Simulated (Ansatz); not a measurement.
# MgCd2S3: the cost of one run

Program: Ansatz 0.2.0. Level of theory: DFT PBE, scalar-relativistic, plane waves, PAW, unless a step names another level. These are calculated values, not measurements.

1 further run of the same task is left out (it didn't finish). Runs told in other sessions of the task aren't counted.

**1. The system as given**

It takes space group P-3m1 (No. 164, trigonal). Conventional cell: a = 3.826 Å, b = 3.826 Å, c = 9.379 Å, α = 90.00°, β = 90.00°, γ = 120.00°. Mg (site symmetry -3m) is surrounded by 6 S at 2.65 Å. Cd (site symmetry 3m) has 6 S at 2.73 to 2.74 Å in its first shell of neighbours. Around S (site symmetry 3m) lie 3 Mg at 2.65 Å and 3 Cd at 2.74 Å. S (site symmetry -3m) has 6 Cd at 2.73 Å in its first shell of neighbours.

Coordinates:

```cif
data_structure
_symmetry_space_group_name_H-M 'P 1'
_symmetry_Int_Tables_number 1
_cell_length_a 3.8261
_cell_length_b 3.8261
_cell_length_c 9.3789
_cell_angle_alpha 90.000
_cell_angle_beta 90.000
_cell_angle_gamma 120.000
_cell_volume 118.91
loop_
_atom_site_label
_atom_site_type_symbol
_atom_site_fract_x
_atom_site_fract_y
_atom_site_fract_z
_atom_site_occupancy
Mg1 Mg 0.00000 0.00000 0.50000 1
Cd1 Cd 0.66667 0.33333 0.82876 1
Cd2 Cd 0.33333 0.66667 0.17124 1
S1 S 0.33333 0.66667 0.65576 1
S2 S 0.66667 0.33333 0.34424 1
S3 S 0.00000 0.00000 0.00000 1
```

It is the end of an earlier relaxation with the same method, from a generated guess; it is a trial structure. At a tolerance of 0.02 Å it has space group P-3m1 (No. 164); it has 19.82 Å³/atom, an uncorrected energy of -0.82 eV/atom over the elements.

**2. Electronic structure at the relaxed geometry**

Contents of input.yaml:

```yaml
crystal:
  lattice:
    - [3.8261385812, 0.0, 0.0]
    - [-1.9130692906, 3.3135332098, 0.0]
    - [0.0, 0.0, 9.3788967243]
  atoms:
    - { symbol: Mg, position: [0.0, 0.0, 0.5] }
    - { symbol: Cd, position: [0.6666666667, 0.3333333333, 0.8287607496] }
    - { symbol: Cd, position: [0.3333333333, 0.6666666667, 0.1712392504] }
    - { symbol: S, position: [0.3333333333, 0.6666666667, 0.6557569786] }
    - { symbol: S, position: [0.6666666667, 0.3333333333, 0.3442430214] }
    - { symbol: S, position: [0.0, 0.0, 0.0] }
basis:
  ecutwfc: 420
kpoints:
  mp_grid: { grid: [12, 12, 4] }
  band_path:
    path:
      - [[0.0, 0.0, 0.0], [0.5, 0.0, 0.0], [0.33333333, 0.33333333, 0.0], [0.0, 0.0, 0.0], [0.0, 0.0, 0.5], [0.5, 0.0, 0.5], [0.33333333, 0.33333333, 0.5], [0.0, 0.0, 0.5]]
      - [[0.5, 0.0, 0.5], [0.5, 0.0, 0.0]]
      - [[0.33333333, 0.33333333, 0.5], [0.33333333, 0.33333333, 0.0]]
    npoints: 14
hamiltonian:
  xc: pbe
scf:
  occupations: { method: gaussian, width: 0.02 }
  n_extra_bands: 15
output:
  forces: true
  stress: true
  eigenvalues: true
  populations: true
  dos: { projected: true, de: 0.02, nscf_kmesh: { grid: [18, 18, 6] } }
  bader: true
  write_density: true
  write_potential: true
  elf: true
  volumetric_format: npy
```

The run is started by

```sh
> ansatz run input.yaml --threads 1 --pin off --max-ram 2560MiB --backend cpu --events-out ev --progress --plain --runs-dir out
```

What time and memory should one allow on 1 thread of Intel Xeon Platinum 8259CL at 2.50GHz (Skylake/Cascade Lake), shared host?

About 2.1 min, with a peak of 0.91 GiB.
